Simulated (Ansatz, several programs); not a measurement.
Ba2TeS as one 4-atom ordering (P4/mmm) on the rocksalt lattice, relaxed with r2SCAN in Ansatz (plane waves, PAW): the symmetry is P4/mmm (No. 123, tetragonal); a = 4.793 Å, c = 6.784 Å in the conventional setting, 38.96 Å³ an atom. S has 6 Ba at 3.39 Å; Ba has 4 Te at 3.39 Å and 2 S at 3.39 Å; Te has 6 Ba at 3.39 Å; Ba has 4 S at 3.39 Å and 2 Te at 3.39 Å. The cell was then scaled with its shape and fractional coordinates held, which makes it stiffer than a relaxed compression. No spin polarisation and no zero-point or thermal motion; the cell was built from a prototype and may be hypothetical.

```csv
V (Å³/atom),E (meV/atom)
36.619,17.89
37.788,4.33
38.957,0.00
41.294,13.70
```

(1) Pass a cubic E = c₀ + c₁u + c₂u² + c₃u³, with u = V − 38.665 Å³, through these points.

(2) Where is the minimum, and what bulk modulus follows?

(3) Predict the energy and the pressure at the withheld volume, 40.125 Å³.

Results:

(1) c₀ = 0.29, c₁ = -1.859, c₂ = 3.012, c₃ = -0.1387 (meV and Å³).

(2) dE/du = 0 at u = +0.315, so V₀ = 38.98 Å³. B = V₀ d²E/dV² = 38.98 × (2c₂ + 6c₃u) = 38.98 × 5.762 = 225 meV/Å³, and 1 meV/Å³ is 0.16022 GPa: 36 GPa. A third-order Birch-Murnaghan fit to all five points gives 38.99 Å³ and 36 GPa.

(3) With u = +1.460: E ≈ 3.56 meV and P = −dE/dV ≈ -0.97 GPa. The run gives 3.51 meV and, from its stress, -0.96 GPa.
